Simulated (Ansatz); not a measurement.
**GeH₄+ (doublet): from Hartree-Fock to the top rungs at scale of all distances = 1.747, 6-31G**

How much of the correlation energy of GeH₄+ (doublet) does each wave-function method recover here?

Computed with Ansatz 0.2.0, Gaussian basis. Level: 6-31G, core rule «outside noble gas», up to 14 orbitals frozen.

The runs, in order: UHF; CCSD(T) on ROHF; CCSD(T) on UHF; BCCD(T) on ROHF; CISD; CCSDT(Q) on ROHF; CCSDT(Q) on UHF; CASSCF and MRCISD+Q, 3 electrons in 3 orbitals; CASSCF and NEVPT2, 3 electrons in 3 orbitals; CASSCF and MRCISD+Q, 7 electrons in 8 orbitals; CASSCF and NEVPT2, 7 electrons in 8 orbitals; Full CI.

13 further runs of the same task are left out: 10 that didn't finish, 3 set aside as unsound or not needed.

## 1. The geometry

The geometry derives from a PBE0/def2-TZVP stationary point (not a proven minimum). All distances are scaled together. No spin-orbit coupling is included. The filled d shell of Ge may be among the frozen orbitals whatever the setting's name suggests; the logs give the count.

5 atoms, charge 1, spin multiplicity 2.

Atoms are counted from 1 here; the program's logs count them from 0.

No contacts short enough for the rule that draws bonds.

## 2. UHF

Contents of in.yaml:

```yaml
crystal:
  periodic: [false, false, false]
  atoms:
    - {symbol: Ge, position_ang: [0.000000, 0.000000, 0.000000]}
    - {symbol: H, position_ang: [0.980597, 1.806267, 1.803936]}
    - {symbol: H, position_ang: [-0.995550, -1.798868, 1.803140]}
    - {symbol: H, position_ang: [-0.976964, 1.800838, -1.811321]}
    - {symbol: H, position_ang: [0.991917, -1.808237, -1.795755]}
basis:
  gaussian: {orbitals: 6-31G}
total_charge: 1
magnetization: {spin_polarized: true, initial_magnetization: 1}
hamiltonian: {xc: hf}
output: {orbitals: {seedname: orbitals}}
```

The run is started by

```console
ansatz run in.yaml --threads 1 --pin off --events-out ev --progress --plain --max-ram 2393MiB
```

The runs that follow: CCSD(T) on ROHF; CCSD(T) on UHF; BCCD(T) on ROHF; CISD; CCSDT(Q) on ROHF; CCSDT(Q) on UHF; CASSCF and MRCISD+Q, 3 electrons in 3 orbitals; CASSCF and NEVPT2, 3 electrons in 3 orbitals; CASSCF and MRCISD+Q, 7 electrons in 8 orbitals; CASSCF and NEVPT2, 7 electrons in 8 orbitals; Full CI.

**Question.** What will the summary of the whole plan be? Wanted: FCI below the RHF energy; RMP2 from FCI; UMP2 from FCI; RCCSD from FCI; RCCSD(T) from FCI; UCCSD(T) from FCI; UCCSDT(Q) from FCI; NEVPT2 valence from FCI; MRCISD+Q valence from FCI.

**Answer**, as computed:

| quantity | value |
| --- | --- |
| FCI below the RHF energy | -6.4818 eV |
| RMP2 from FCI | +3111.2 meV |
| UMP2 from FCI | +915.0 meV |
| RCCSD from FCI | +501.9 meV |
| RCCSD(T) from FCI | -192.1 meV |
| UCCSD(T) from FCI | +157.9 meV |
| UCCSDT(Q) from FCI | +62.0 meV |
| NEVPT2 valence from FCI | +67.2 meV |
| MRCISD+Q valence from FCI | +1.2 meV |
| levels within 1 kcal/mol (43 meV) | MRCISD valence, MRCISD+Q valence |
| T1 diagnostic | 0.375 |
| effectively unpaired electrons | 3.77 |

What this shows: RCCSD(T) misses by -192.1 meV, 3.0 % of the correlation energy. CCSD(T) misses by -192.1 meV on the restricted determinant and by +157.9 meV on the unrestricted one; the two need not hold the same state or core. RCCSD(T) falls below full CI, which methods that aren't variational can do. The occupations show strong static correlation (3.8 unpaired electrons where one determinant has 1). Of the multireference levels listed MRCISD+Q valence comes nearest in total energy (+1.2 meV), which doesn't show that its space is the better one. Coupled cluster took another determinant than the lowest Hartree-Fock one. These misses are within one basis, not against nature; the frozen cores of restricted and unrestricted runs differ, which can shift their rows.
